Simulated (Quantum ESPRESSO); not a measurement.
Al in Quantum ESPRESSO: the effect of functional

Al, a slab with vacuum:

```
CELL_PARAMETERS angstrom
2.86234 0.00000 0.00000
0.00000 2.86234 0.00000
0.00000 0.00000 25.11990
ATOMIC_POSITIONS crystal
Al 0.50000 0.50000 0.29857
Al 0.00000 0.00000 0.37914
Al 0.50000 0.50000 0.45971
Al 0.00000 0.00000 0.54029
Al 0.50000 0.50000 0.62086
Al 0.00000 0.00000 0.70143
```

The slab is cut from a database's or a generator's crystal, which needn't be the stable form of the element.

Alike in all runs:

* Program: Quantum ESPRESSO 7.5
* Task: work function
* Potentials or basis: SG15 PBE 1.2
* Cutoff: 1020 eV
* Density cutoff: 4082 eV
* k mesh: 7 × 7 × 1
* Occupations: fermi-dirac, width 0.05 eV
* Spin: no spin polarisation

Q: One run gave: work function 4.53 eV. Which functional did it use?
A. WC
B. PBE
C. AM05
D. RPBE
E. LDA

A: E.

```csv
functional,work function (eV)
LDA,4.53
PBEsol,4.41
PBE,4.37
RPBE,4.29
revPBE,4.29
AM05,4.33
WC,4.40
```
